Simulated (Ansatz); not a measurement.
**GeNH4Cl (SMILES [NH2][GeH2][Cl]) at r2SCAN0/cc-pVDZ**

Aim: the vertical ionisation energy of GeNH4Cl at r2SCAN0/cc-pVDZ, from 2 runs. 

The calculation is run with Ansatz 0.2.0.

68 further runs of the same task are left out: 68 set aside as unsound or not needed.

### 1 Starting point

The species is GeNH4Cl (7 atoms), meant as a singlet with charge 0. SMILES: `[NH2][GeH2][Cl]`. The coordinates come from a PBE0-D4/def2-TZVP relaxation. This is one conformer, not always the lowest.

Bond lengths: N1–Ge2 1.818 Å, Ge2–Cl3 2.176 Å, N1–H4 1.010 Å, N1–H5 1.010 Å, Ge2–H6 1.530 Å, Ge2–H7 1.530 Å. Angles: N1–Ge2–Cl3 112.8°, N1–Ge2–H6 108.7°, N1–Ge2–H7 108.7°, Cl3–Ge2–H6 105.8°, Cl3–Ge2–H7 105.8°, Ge2–N1–H4 115.0°, Ge2–N1–H5 115.0°, H6–Ge2–H7 115.1°, H4–N1–H5 109.1°.

### 2 The energy at r2SCAN0/cc-pVDZ

File in.yaml:

```yaml
basis:
  gaussian: {orbitals: cc-pVDZ}
crystal:
  periodic: [false, false, false]
  atoms:
    - {symbol: N, position_ang: [-0.792900, 0.515500, -0.722700]}
    - {symbol: Ge, position_ang: [0.579900, 0.003300, 0.353200]}
    - {symbol: Cl, position_ang: [0.394500, -2.054600, 1.034500]}
    - {symbol: H, position_ang: [-1.700900, 0.526800, -0.279600]}
    - {symbol: H, position_ang: [-0.858900, 0.014700, -1.597700]}
    - {symbol: H, position_ang: [0.559300, 0.864900, 1.617200]}
    - {symbol: H, position_ang: [1.880200, 0.061300, -0.450600]}
hamiltonian: {xc: {name: r2SCAN0}}
accuracy: high
output: {orbitals: {seedname: orbitals}}
```

On the command line:

```bash
$ ansatz run in.yaml --threads 1 --pin off --max-ram 3480MiB --events-out events.jsonl --progress --plain --runs-dir runs
```

The log of the run:

```text
Warning: RAYON_NUM_THREADS=1 ignored (pool sized by the plan → 1); use --threads N
Functional definition: r2SCAN0
  name "r2SCAN0"
  parameter a = 0.25
  parameter k0 = 0.174
  parameter k1 = 0.065
  parameter a1 = 4.9479
  exchange = (1 - a)*r2scan_x(k0 = k0, k1 = k1, a1 = a1) + a*exact_x
  correlation = r2scan_c
1818 factors; integrals over basis functions are off by at most 4.5e-9 eV
mean field evaluation 1: about -70589.7794 eV, gradient 4.6e1 eV
mean field evaluation 2: about -70584.2970 eV, gradient 6.5e1 eV
mean field evaluation 4: about -70593.9760 eV, gradient 2.0e0 eV
mean field evaluation 8: about -70594.1026 eV, gradient 1.5e-1 eV
mean field evaluation 16: about -70594.1026 eV, gradient 7.9e-6 eV
mean field -70594.10261076 eV, -2594.2854205439 hartree, gradient 6.1e-8 eV, S^2 0.000000; 0 other end points of the search recorded, 0 dependent functions left out
reference -70594.10261131 eV, -2594.2854205642 hartree; 30, 30 occupied and 49, 49 virtual orbitals, 1818 factors
Total energy: -70594.10261131 eV, -2594.2854205642 hartree
```

It took 16 s on 1 thread of Arm Neoverse V1, shared host; peak memory 0.32 GiB.

### 3 The doublet cation

File in.yaml:

```yaml
crystal:
  periodic: [false, false, false]
  atoms:
    - symbol: N
      position_ang: [-0.792900, 0.515500, -0.722700]
    - symbol: Ge
      position_ang: [0.579900, 0.003300, 0.353200]
    - symbol: Cl
      position_ang: [0.394500, -2.054600, 1.034500]
    - symbol: H
      position_ang: [-1.700900, 0.526800, -0.279600]
    - symbol: H
      position_ang: [-0.858900, 0.014700, -1.597700]
    - symbol: H
      position_ang: [0.559300, 0.864900, 1.617200]
    - symbol: H
      position_ang: [1.880200, 0.061300, -0.450600]
basis:
  gaussian:
    orbitals: cc-pVDZ
magnetization:
  spin_polarized: true
  initial_magnetization: 1
accuracy: high
output:
  orbitals: {seedname: orbitals}
total_charge: 1
hamiltonian:
  xc: {name: r2SCAN0}
```

On the command line:

```bash
$ ansatz run in.yaml --threads 1 --pin off --max-ram 3480MiB --events-out events.jsonl --progress --plain --runs-dir runs
```

The log of the run:

```text
Warning: RAYON_NUM_THREADS=1 ignored (pool sized by the plan → 1); use --threads N
Functional definition: r2SCAN0
  name "r2SCAN0"
  parameter a = 0.25
  parameter k0 = 0.174
  parameter k1 = 0.065
  parameter a1 = 4.9479
  exchange = (1 - a)*r2scan_x(k0 = k0, k1 = k1, a1 = a1) + a*exact_x
  correlation = r2scan_c
1817 factors; integrals over basis functions are off by at most 4.5e-9 eV
mean field evaluation 1: about -70573.3547 eV, gradient 4.8e1 eV
mean field evaluation 2: about -70541.8204 eV, gradient 8.1e1 eV
mean field evaluation 4: about -70580.4991 eV, gradient 2.3e1 eV
mean field evaluation 8: about -70583.9292 eV, gradient 4.4e-1 eV
mean field evaluation 16: about -70584.0537 eV, gradient 6.2e-3 eV
mean field evaluation 32: about -70584.0537 eV, gradient 8.9e-8 eV
mean field -70584.05371406 eV, -2593.9161304018 hartree, gradient 8.9e-8 eV, S^2 0.764468; 4 other end points of the search recorded, 0 dependent functions left out
reference -70584.05371551 eV, -2593.9161304551 hartree; 30, 29 occupied and 49, 50 virtual orbitals, 1817 factors
Total energy: -70584.05371551 eV, -2593.9161304551 hartree
```

Wall time 35 s (1 thread of Arm Neoverse V1, shared host); peak memory 0.54 GiB.

### 4 What came out

At r2SCAN0/cc-pVDZ:

| quantity | value |
| --- | --- |
| singlet GeNH4Cl: total energy | -2594.28542 Eh |
| singlet GeNH4Cl: HOMO energy | -7.98 eV |
| singlet GeNH4Cl: LUMO energy | 0.70 eV |
| singlet GeNH4Cl: HOMO–LUMO gap | 8.68 eV |
| doublet cation: total energy | -2593.91613 Eh |
| doublet cation: HOMO energy (highest over α and β) | -14.30 eV |
| doublet cation: LUMO energy (lowest over α and β) | -11.96 eV |
| doublet cation: ⟨S²⟩ | 0.764 |
| vertical ionisation energy (to the doublet cation) | 10.049 eV |

**Reading.** The vertical ionisation energy comes to 10.05 eV (970 kJ/mol). −ε(HOMO) before ionisation, 7.98 eV, is 2.07 eV below this ionisation energy.
